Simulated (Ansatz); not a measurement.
## Ge3Pd in Ansatz: convergence with k mesh

Crystal: Ge3Pd.

```
Pd Ge
1.0
     4.14202    0.00000    0.00000
     0.00000    4.14202    0.00000
     0.00000    0.00000    4.14202
Pd Ge
1 3
Cartesian
  0.0000 0.0000 0.0000
  2.0710 2.0710 0.0000
  2.0710 0.0000 2.0710
  0.0000 2.0710 2.0710
```

The cell comes from a database or a generator and needn't be the stable form of this composition.

```yaml
Program: Ansatz 0.2.0
Task: convergence study
Functional: PBEsol
Potentials_or_basis: Ansatz PAW
Cutoff: "420 eV (not typed: the program's choice for these potentials)"
k_mesh: 2 × 2 × 2
Occupations: methfessel-paxton, width 0.1 eV
Spin: no spin polarisation
```

These are the settings of the first run; the series varies k mesh, with any setting tied to it.

Hardware: 2 threads of Arm Neoverse V2 (shared host).

Question: The values tried are 2 × 2 × 2, 3 × 3 × 3, 4 × 4 × 4, 5 × 5 × 5, 6 × 6 × 6, 7 × 7 × 7, 9 × 9 × 9, 11 × 11 × 11, loosest first. From which on does the pressure stay within 0.1 GPa of the tightest run that finished?

Answer: From 9 × 9 × 9 on.

```
      k mesh  energy less the tightest run, at zero smearing (meV/atom)  pressure (GPa)  SCF cycles  CPU time (s)  peak memory (GiB)
   2 × 2 × 2                                                     617.22           -1.98           7          0.88                0.3
   3 × 3 × 3                                                     -15.74           -3.68           6          0.91                0.3
   4 × 4 × 4                                                      30.51           -4.89           6           1.4               0.32
   5 × 5 × 5                                                      -6.48           -4.97           6           1.4               0.32
   6 × 6 × 6                                                       7.52           -4.13           7           2.4               0.35
   7 × 7 × 7                                                       1.74           -4.80           7           2.4               0.34
   9 × 9 × 9                                                       0.34           -4.58           7           3.8               0.37
11 × 11 × 11                                                       0.00           -4.56           7           5.7                0.4
```

Against the tightest run, the energy stays within 1 meV/atom from 9 × 9 × 9 on. Meshes of other sizes hit other points, so gaps and Fermi surfaces needn't settle smoothly. The tightest run that finished is the yardstick and may itself not be fully converged.

Caveat, for the tightest run too: the PAW data sets come from PBE, with cores solved anew for the run's functional, which leaves a small shift of forces and pressure.
